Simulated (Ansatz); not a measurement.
# CH₅F₂NSi: a ladder of functionals and wavefunction methods

An exercise on one series of results from a longer session: the logs are not shown, and one member is left open.

The runs use Ansatz 0.2.0, Gaussian basis; functionals in def2-TZVPP, the program's frozen cores in correlated methods.

Plan: PBE-D4, r2SCAN-D4, PBE0-D4, B3LYP-D4, ωB97X-V, ωB97M-V, B2PLYP; CCSD(T)/def2-TZVPP; MP2/def2-QZVPP; extrapolation to the limit.

## Structure used throughout

All runs share one geometry, relaxed beforehand with PBE0-D4 in a triple-zeta def2 set.

SMILES `NC(F)(F)[SiH3]`, 10 atoms, charge 0, spin multiplicity 1.

Atoms are counted from 1 here; the program's logs count them from 0.

Bond lengths: N1–C2 1.420 Å, N1–H6 1.012 Å, N1–H7 1.012 Å, C2–F3 1.367 Å, C2–F4 1.367 Å, C2–Si5 1.930 Å, Si5–H8 1.485 Å, Si5–H9 1.482 Å, Si5–H10 1.485 Å. Angles: C2–N1–H6 111.2°, C2–N1–H7 111.3°, H6–N1–H7 109.7°, N1–C2–F3 107.0°, N1–C2–F4 107.0°, N1–C2–Si5 118.2°, F3–C2–F4 107.4°, F3–C2–Si5 108.4°, F4–C2–Si5 108.4°, C2–Si5–H8 107.2°, C2–Si5–H9 111.3°, C2–Si5–H10 107.2°, H8–Si5–H9 110.7°, H8–Si5–H10 109.6°, H9–Si5–H10 110.7°.

Geometry (Å):

```
N    -0.5798    0.1655   -1.4929
C    -0.1599   -0.6309   -0.3949
F    -1.2206   -1.4178   -0.0439
F     0.8267   -1.4571   -0.8548
Si    0.4846    0.2658    1.1884
H    -1.3595    0.7578   -1.2390
H     0.1794    0.7330   -1.8460
H    -0.6122    1.1424    1.6729
H     0.8796   -0.7078    2.2341
H     1.6448    1.0979    0.7790
```

Set-up of the first run:

in.yaml

```yaml
crystal:
  periodic: [false, false, false]
  atoms:
    - {symbol: N, position_ang: [-0.579806, 0.165491, -1.492886]}
    - {symbol: C, position_ang: [-0.159906, -0.630906, -0.394883]}
    - {symbol: F, position_ang: [-1.220642, -1.417803, -0.043923]}
    - {symbol: F, position_ang: [0.826728, -1.457137, -0.854800]}
    - {symbol: Si, position_ang: [0.484586, 0.265799, 1.188364]}
    - {symbol: H, position_ang: [-1.359485, 0.757825, -1.238979]}
    - {symbol: H, position_ang: [0.179433, 0.733025, -1.846007]}
    - {symbol: H, position_ang: [-0.612181, 1.142430, 1.672886]}
    - {symbol: H, position_ang: [0.879565, -0.707763, 2.234132]}
    - {symbol: H, position_ang: [1.644806, 1.097940, 0.778996]}
basis:
  gaussian: {orbitals: def2-TZVPP}
hamiltonian: {xc: pbe, dispersion: d4}
output: {forces: true, orbitals: {seedname: orbitals}}
```

On the command line:

```
ansatz run in.yaml --threads 4 --pin off --events-out ev --progress --plain --max-ram 10444MiB
```

Among the steps run: PBE-D4 (GGA); r2SCAN-D4 (meta-GGA); PBE0-D4 (hybrid); B3LYP-D4 (hybrid); ωB97X-V (range-separated); ωB97M-V (range-separated); B2PLYP (double hybrid); CCSD(T) in def2-TZVPP; MP2 in def2-QZVPP.

One of the session's tables, all rows but one given; the rest of the session is left out.

```
            method  atomisation energy (kJ/mol)
            PBE-D4                       3502.3
         r2SCAN-D4                       3418.9
           PBE0-D4                       3408.4
          B3LYP-D4                       3417.8
           ωB97X-V                       3443.6
           ωB97M-V                       3434.5
            B2PLYP                       3375.0
     HF/def2-TZVPP                       2354.7
    MP2/def2-TZVPP                       3373.8
   CCSD/def2-TZVPP                       3255.0
CCSD(T)/def2-TZVPP                       3311.9
           MP2/CBS                            ?
       CCSD(T)/CBS                       3417.7
```

Estimate the missing values for MP2/CBS.

As computed: atomisation energy (kJ/mol): 3479.7. In the column «atomisation energy (kJ/mol)» it lies between ωB97X-V (3443.6) and PBE-D4 (3502.3).

To keep in mind: Free atoms (1 N, 1 C, 2 F, 1 Si, 5 H) were run apart at each level; the atomisation energy is their sum less the molecule, without zero-point or spin-orbit terms.
